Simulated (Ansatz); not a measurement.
Input:

```yaml
accuracy: low
crystal:
  lattice:
    - [5.667178, 0.0, 0.0]
    - [0.0, 8.0146, 0.0]
    - [0.0, 0.0, 22.083973]
  atoms:
    - { symbol: Ba, position: [0.5, 0.25, 0.0452817] }
    - { symbol: Ti, position: [0.0, 0.0, 0.0452817] }
    - { symbol: O, position: [0.25, 0.0, 0.1094366] }
    - { symbol: O, position: [0.75, 0.0, 0.1094366] }
    - { symbol: O, position: [0.0, 0.25, 0.0452817] }
    - { symbol: Ba, position: [0.0, 0.25, 0.1735915] }
    - { symbol: Ti, position: [0.5, 0.0, 0.1735915] }
    - { symbol: O, position: [0.75, 0.0, 0.2377463] }
    - { symbol: O, position: [0.25, 0.0, 0.2377463] }
    - { symbol: O, position: [0.5, 0.25, 0.1735915] }
    - { symbol: Ba, position: [0.5, 0.25, 0.3019012] }
    - { symbol: Ti, position: [0.0, 0.0, 0.3019012] }
    - { symbol: O, position: [0.25, 0.0, 0.3660561] }
    - { symbol: O, position: [0.75, 0.0, 0.3660561] }
    - { symbol: O, position: [0.0, 0.25, 0.3019012] }
    - { symbol: Ba, position: [0.5, 0.75, 0.0452817] }
    - { symbol: Ti, position: [0.0, 0.5, 0.0452817] }
    - { symbol: O, position: [0.25, 0.5, 0.1094366] }
    - { symbol: O, position: [0.75, 0.5, 0.1094366] }
    - { symbol: O, position: [0.0, 0.75, 0.0452817] }
    - { symbol: Ba, position: [0.0, 0.75, 0.1735915] }
    - { symbol: Ti, position: [0.5, 0.5, 0.1735915] }
    - { symbol: O, position: [0.75, 0.5, 0.2377463] }
    - { symbol: O, position: [0.25, 0.5, 0.2377463] }
    - { symbol: O, position: [0.5, 0.75, 0.1735915] }
    - { symbol: Ba, position: [0.5, 0.75, 0.3019012] }
    - { symbol: Ti, position: [0.0, 0.5, 0.3019012] }
    - { symbol: O, position: [0.25, 0.5, 0.3660561] }
    - { symbol: O, position: [0.75, 0.5, 0.3660561] }
    - { symbol: O, position: [0.0, 0.75, 0.3019012] }
    - { symbol: C, position: [0.2376293, 0.0223709, 0.5337304] }
    - { symbol: O, position: [0.2376293, 0.0223709, 0.5862572] }
basis:
  ecutwfc: 500.0
kpoints:
  mp_grid: { grid: [2, 1, 1] }
hamiltonian:
  xc: r2scan
  pseudopotentials: { kind: paw, azcp: { folder: soft_1 } }
scf:
  occupations: { method: fermi_dirac, width: 0.05 }
  lower_state_search: "off"
md:
  timestep: 1.5
  n_steps: 60
  ensemble: nve
  initial_velocities: zero
  seed: 40640
  initial_site_velocities:
    - { site: 30, velocity: [0.010995, 0.0, -0.030208] }
    - { site: 31, velocity: [0.010995, 0.0, -0.030208] }
  constraints: [{ sites: [0, 1, 2, 3, 4, 15, 16, 17, 18, 19] }]
```

Launched with:

```bash
$ ansatz run input.yaml --threads 4 --pin off --max-ram 10240MiB --backend cpu --events-out ev --progress --plain --runs-dir out
```

Hardware: 4 threads of AMD EPYC 7R43 64-Core Processor (Zen 3), on a shared host.

**Question.** Roughly how long does this run take, and how much memory?

**Answer.** 35 min, with a peak of 3.3 GiB, for 61 ionic steps.
